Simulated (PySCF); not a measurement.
# Cd, Cd⁺: ionisation energy with spin-orbit coupling

Wanted: the ionisation energy of cadmium, up a ladder of methods.

Program: PySCF 2.14.0. Level of theory: two-component X2C-1e, generalised determinants. These are calculated values, not measurements, unless marked.

### 1 The system

```
Element                                   : cadmium (Z = 48)
Basis                                     : x2c-TZVPall-2c with one added diffuse shell each of s, p, d type (9s10p8d1f, 86 functions)
Hamiltonian                               : two-component X2C-1e, Gaussian nucleus, no Breit or QED terms; spin-orbit coupling, run by run: off; screened by Boettger's factors
Core shells frozen in the correlated runs : [Ar] 3d10 (for Cd)
State 1                                   : Cd: [Kr] 4d10 5s2
State 2                                   : Cd⁺: [Kr] 4d10 5s1; 5s1/2 filled at m_j = +1/2
Methods                                   : GHF, GMP2
```

Outer shells as boxes (Hund's rule):

Cd [Kr] 4d10 5s2
```
[Kr] core
4d [↑↓][↑↓][↑↓][↑↓][↑↓]
5s [↑↓]
```

Cd+ [Kr] 4d10 5s1
```
[Kr] core
4d [↑↓][↑↓][↑↓][↑↓][↑↓]
5s [↑ ]
```

All steps ran in one process of a driver on top of PySCF, which takes the settings above as its task.

The integrals over 86 functions and the set-up took 4.3 s of CPU time.

### 2 Cd: the ladder of methods

**GHF (spin-free)**

What it wrote:

```text
cycle= 1 E= -5590.7753977338  delta_E= -5.59e+03  |FDS-SDF|= 0.00085
cycle= 2 E= -5590.7754007786  delta_E= -3.04e-06  |FDS-SDF|= 0.000369
cycle= 3 E= -5590.7754020502  delta_E= -1.27e-06  |FDS-SDF|= 8.77e-05
cycle= 4 E= -5590.7754021424  delta_E= -9.22e-08  |FDS-SDF|= 4.59e-06
cycle= 5 E= -5590.7754021427  delta_E= -2.93e-10  |FDS-SDF|= 4.79e-07
```

CPU time 2.1 s on a shared host, the integrals not counted.

Occupied spinors (without spin-orbit coupling the j labels only name the start):

```tsv
spinor shell	electrons	mean energy (eV)	weight of the nominal j	rms radius (bohr)
1s1/2	2	-26846.2	1.000	0.0348
2s1/2	2	-4074.0	1.000	0.142
2p3/2	4	-3648.5	0.832	0.127
2p1/2	2	-3648.5	0.665	0.127
3s1/2	2	-797.44	1.000	0.381
3p3/2	4	-654.35	0.833	0.383
3p1/2	2	-654.35	0.667	0.383
3d3/2	4	-431.07	0.701	0.364
3d5/2	6	-431.07	0.801	0.364
4s1/2	2	-129.08	1.000	0.942
4p3/2	4	-84.785	0.833	1.04
4p1/2	2	-84.785	0.667	1.04
4d3/2	4	-19.620	0.699	1.39
4d5/2	6	-19.620	0.799	1.39
5s1/2	2	-7.653	1.000	3.33
```

M_J = 0, ⟨J²⟩ = 0.000, ⟨L²⟩ = 0.000, ⟨S²⟩ = 0.000.

**GMP2 (spin-free)**

This step left no log, only its results.

It used 1.1 s of CPU time after the integrals (shared host).

With 20 electrons correlated and 6 very high virtual spinors dropped, the MP2 correlation energy is -0.55988 hartree. Largest pairs: 4d3/2-4d5/2 -0.1333, 4d5/2-4d5/2 -0.0973, 4d5/2-4p3/2 -0.0489, 4d3/2-4d3/2 -0.0426, 4d3/2-4p3/2 -0.0323.

**GHF (screened spin-orbit)**

What it wrote:

```text
cycle= 1 E= -5591.8983309240  delta_E= -5.59e+03  |FDS-SDF|= 0.0148
cycle= 2 E= -5591.9001392693  delta_E= -0.00181  |FDS-SDF|= 0.00141
cycle= 3 E= -5591.9001851643  delta_E= -4.59e-05  |FDS-SDF|= 0.000349
cycle= 4 E= -5591.9001880722  delta_E= -2.91e-06  |FDS-SDF|= 0.000151
cycle= 5 E= -5591.9001883649  delta_E= -2.93e-07  |FDS-SDF|= 2.73e-05
cycle= 6 E= -5591.9001883785  delta_E= -1.36e-08  |FDS-SDF|= 2.22e-06
cycle= 7 E= -5591.9001883786  delta_E= -9.28e-11  |FDS-SDF|= 3.28e-07
```

It used 2.6 s of CPU time after the integrals (shared host).

The outer occupied spinors:

```tsv
spinor shell	electrons	mean energy (eV)	weight of the nominal j	rms radius (bohr)
3d3/2	4	-435.32	1.000	0.362
3d5/2	6	-428.11	1.000	0.365
4s1/2	2	-129.06	1.000	0.942
4p1/2	2	-89.025	1.000	1.01
4p3/2	4	-82.839	1.000	1.05
4d3/2	4	-20.113	1.000	1.38
4d5/2	6	-19.290	1.000	1.40
5s1/2	2	-7.655	1.000	3.33
```

M_J = 0, ⟨J²⟩ = 0.000, ⟨L²⟩ = 0.016, ⟨S²⟩ = 0.016.

**GMP2 (screened spin-orbit)**

No log was kept for this step.

It used 0.82 s of CPU time after the integrals (shared host).

With 20 electrons correlated and 6 very high virtual spinors dropped, the MP2 correlation energy is -0.56004 hartree. Largest pairs: 4d3/2-4d5/2 -0.1340, 4d5/2-4d5/2 -0.0967, 4d5/2-4p3/2 -0.0485, 4d3/2-4d3/2 -0.0426, 4d3/2-4p3/2 -0.0332.

### 3 Cd⁺: the ladder of methods

**GHF (spin-free)**

What it wrote:

```text
cycle= 1 E= -5590.5039119560  delta_E= -5.59e+03  |FDS-SDF|= 0.00488
cycle= 2 E= -5590.5056314556  delta_E= -0.00172  |FDS-SDF|= 0.00267
cycle= 3 E= -5590.5058937514  delta_E= -0.000262  |FDS-SDF|= 0.00124
cycle= 4 E= -5590.5059685995  delta_E= -7.48e-05  |FDS-SDF|= 0.000161
cycle= 5 E= -5590.5059691104  delta_E= -5.11e-07  |FDS-SDF|= 2.49e-05
cycle= 6 E= -5590.5059691574  delta_E= -4.7e-08  |FDS-SDF|= 8.39e-06
cycle= 7 E= -5590.5059691658  delta_E= -8.43e-09  |FDS-SDF|= 1.8e-06
cycle= 8 E= -5590.5059691661  delta_E= -2.71e-10  |FDS-SDF|= 2.11e-07
```

It used 3 s of CPU time after the integrals (shared host).

Occupied spinors (without spin-orbit coupling the j labels only name the start):

```tsv
spinor shell	electrons	mean energy (eV)	weight of the nominal j	rms radius (bohr)
1s1/2	2	-26854.7	1.000	0.0348
2s1/2	2	-4082.5	1.000	0.142
2p3/2	4	-3656.9	0.833	0.127
2p1/2	2	-3656.9	0.667	0.127
3s1/2	2	-805.89	1.000	0.381
3p3/2	4	-662.83	0.833	0.383
3p1/2	2	-662.83	0.667	0.383
3d3/2	4	-439.55	0.700	0.364
3d5/2	6	-439.55	0.800	0.364
4s1/2	2	-137.55	1.000	0.943
4p3/2	4	-93.345	0.833	1.03
4p1/2	2	-93.345	0.667	1.03
4d5/2	6	-28.153	0.800	1.37
4d3/2	4	-28.153	0.700	1.37
5s1/2	1	-15.716	1.000	2.96
```

M_J = 1/2, ⟨J²⟩ = 0.751, ⟨L²⟩ = 0.000, ⟨S²⟩ = 0.751.

**GMP2 (spin-free)**

The driver printed no log here.

CPU time 0.77 s on a shared host, the integrals not counted.

With 19 electrons correlated and 6 very high virtual spinors dropped, the MP2 correlation energy is -0.51408 hartree. Largest pairs: 4d3/2-4d5/2 -0.1328, 4d5/2-4d5/2 -0.0971, 4d5/2-4p3/2 -0.0483, 4d3/2-4d3/2 -0.0426, 4d3/2-4p3/2 -0.0319.

**GHF (screened spin-orbit)**

What it wrote:

```text
cycle= 1 E= -5591.6268097334  delta_E= -5.59e+03  |FDS-SDF|= 0.0155
cycle= 2 E= -5591.6303241320  delta_E= -0.00351  |FDS-SDF|= 0.00278
cycle= 3 E= -5591.6306401403  delta_E= -0.000316  |FDS-SDF|= 0.0012
cycle= 4 E= -5591.6306850058  delta_E= -4.49e-05  |FDS-SDF|= 0.000637
cycle= 5 E= -5591.6306968408  delta_E= -1.18e-05  |FDS-SDF|= 6.22e-05
cycle= 6 E= -5591.6306969390  delta_E= -9.82e-08  |FDS-SDF|= 1.51e-05
cycle= 7 E= -5591.6306969468  delta_E= -7.72e-09  |FDS-SDF|= 2.65e-06
cycle= 8 E= -5591.6306969472  delta_E= -4.08e-10  |FDS-SDF|= 2.76e-07
```

CPU time 3.1 s on a shared host, the integrals not counted.

The outer occupied spinors:

```tsv
spinor shell	electrons	mean energy (eV)	weight of the nominal j	rms radius (bohr)
3d3/2	4	-443.80	1.000	0.362
3d5/2	6	-436.59	1.000	0.365
4s1/2	2	-137.53	1.000	0.943
4p1/2	2	-97.581	1.000	1.01
4p3/2	4	-91.403	1.000	1.04
4d3/2	4	-28.652	0.993	1.36
4d5/2	6	-27.819	0.995	1.38
5s1/2	1	-15.719	1.000	2.96
```

M_J = 1/2, ⟨J²⟩ = 0.751, ⟨L²⟩ = 0.016, ⟨S²⟩ = 0.767.

**GMP2 (screened spin-orbit)**

No log was kept for this step.

CPU time 0.89 s on a shared host, the integrals not counted.

With 19 electrons correlated and 6 very high virtual spinors dropped, the MP2 correlation energy is -0.51421 hartree. Largest pairs: 4d3/2-4d5/2 -0.1340, 4d5/2-4d5/2 -0.0963, 4d5/2-4p3/2 -0.0479, 4d3/2-4d3/2 -0.0423, 4d3/2-4p3/2 -0.0327.

### 4 The energy differences

Ionisation energy: Cd [Kr] 4d10 5s2 → Cd⁺ [Kr] 4d10 5s1 [5s1/2^1, M_J = 1/2].

```tsv
method	value (eV)	error (eV)	CPU time, both states (s)
GHF (spin-free)	7.332	-1.662	5.1
GMP2 (spin-free)	8.578	-0.416	7
GHF (screened spin-orbit)	7.333	-1.661	5.7
GMP2 (screened spin-orbit)	8.580	-0.413	7.4
```

Reference: 8.994 eV (measured; NIST Atomic Spectra Database, ionization energies). The spin-free rows have the spin-orbit operator switched off.

Times are CPU seconds on a shared host without the integrals; correlated rows include their Hartree-Fock run.

### 5 What came out

| quantity | value |
| --- | --- |
| ionisation energy, Cd | GHF (spin-free) 7.332, GMP2 (screened spin-orbit) 8.580 eV; reference 8.994 |

Accuracy against cost (mean over 1 difference):

```tsv
method	mean absolute miss against the measured value (with the measured fine structure taken into account where it is known) (eV)	CPU time, both states (s)
GHF (spin-free)	1.662	5.1
GMP2 (spin-free)	0.416	7
GHF (screened spin-orbit)	1.661	5.7
GMP2 (screened spin-orbit)	0.413	7.4
```

**Reading.** Against experiment GMP2 (screened spin-orbit) comes closest (off by 0.41 eV), level with GMP2 (spin-free) and GHF (spin-free) is farthest (1.66 eV). Spin-orbit coupling moves the difference by +0.002 eV at GMP2. The basis is finite, and no extrapolation was made.
